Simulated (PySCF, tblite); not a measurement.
# C6H6NS+: geometry, infrared bands and NMR shifts

Wanted: the infrared bands and NMR shifts of C6H6NS+ (`C=Nc1cc[s+]cc1`), by calculation.

Computed with tblite 0.8.0 and PySCF 2.14.0, with density-fitted response routines of our own, on a single molecule in the gas phase. Atoms count from 0, in the outputs and in this text.

**1. Starting geometry**

14 atoms, charge 1, multiplicity 1; geometry from: force field or distance geometry start.

Bonds of the start (Å): C0–N1 1.27, N1–C2 1.41, C2–C3 1.41, C3–C4 1.39, C4–S5 1.77, S5–C6 1.77, C6–C7 1.39, C7–C2 1.40, C0–H8 1.11, C0–H9 1.10, C3–H10 1.09, C4–H11 1.08, C6–H12 1.08, C7–H13 1.10.

**2. Geometry optimisation with GFN2-xTB**

Job settings and geometry (Å):

```
{"job": {"kind": "relax", "xc": "GFN2-xTB", "basis": "xTB"}, "charge": 1, "multiplicity": 1}
C     -2.382000    -0.872800    -0.025500
N     -1.391700    -0.947800     0.773000
C     -0.208000    -0.293700     0.375500
C     -0.022200     1.051400     0.760000
C      1.094000     1.809000     0.444000
S      2.430200     1.207500    -0.555000
C      1.936700    -0.463300    -0.844900
C      0.740000    -0.996700    -0.374900
H     -3.334700    -1.368800     0.235100
H     -2.365400    -0.322600    -0.978400
H     -0.794600     1.505400     1.383800
H      1.161800     2.830900     0.795900
H      2.610900    -1.092800    -1.400000
H      0.524500    -2.046300    -0.610800
```

Command:

```
> OMP_NUM_THREADS=1 python probes_run.py task.json out
```

This one command runs all jobs of the session in turn.

**Question.** This job is followed by: GFN2-xTB harmonic vibrations, gas phase; GIAO PBE0/pcSseg-1 NMR shielding, non-relativistic, gas phase. Predict these results of the whole session: strongest single infrared mode (GFN2-xTB); zero-point energy (GFN2-xTB); 13C shifts against TMS (PBE0/pcSseg-1, means over atoms taken as alike); 1H shifts against TMS (PBE0/pcSseg-1, means over atoms taken as alike); 15N shifts against NH3 (PBE0/pcSseg-1); 33S shifts against CS2 (PBE0/pcSseg-1).

**Answer**, as computed:

| quantity | value |
| --- | --- |
| strongest single infrared mode (GFN2-xTB) | 1575 cm⁻¹, 310 km/mol |
| zero-point energy (GFN2-xTB) | 63.6 kcal/mol |
| 13C shifts against TMS (PBE0/pcSseg-1, means over atoms taken as alike) | 160.3, 152.6, 151.4, 123.2 ppm |
| 1H shifts against TMS (PBE0/pcSseg-1, means over atoms taken as alike) | 8.96, 8.42, 8.18, 7.55 ppm |
| 15N shifts against NH3 (PBE0/pcSseg-1) | 391.0 ppm |
| 33S shifts against CS2 (PBE0/pcSseg-1) | 240 ppm |

**Reading.** Relaxing lowered the energy by 0.640 eV in 44 steps; the close pair that moved most is N1–C2, from 1.410 to 1.303 Å. No mode is imaginary among the 36: a minimum at this level. The strongest single mode, at 1575 cm⁻¹, is carried by C7, C3, C6, C4. Unscaled tight-binding wavenumbers are off by several per cent, some by more. Its intensities can rank the bands wrongly. At PBE0/pcSseg-1: The largest span, 622 ppm, is at S5, where the paramagnetic term is -790 ppm. By nearest atom (PBE0/pcSseg-1), the HOMO sits on N1 29 %; S5 26 % and the LUMO on C2 23 %; S5 19 %.
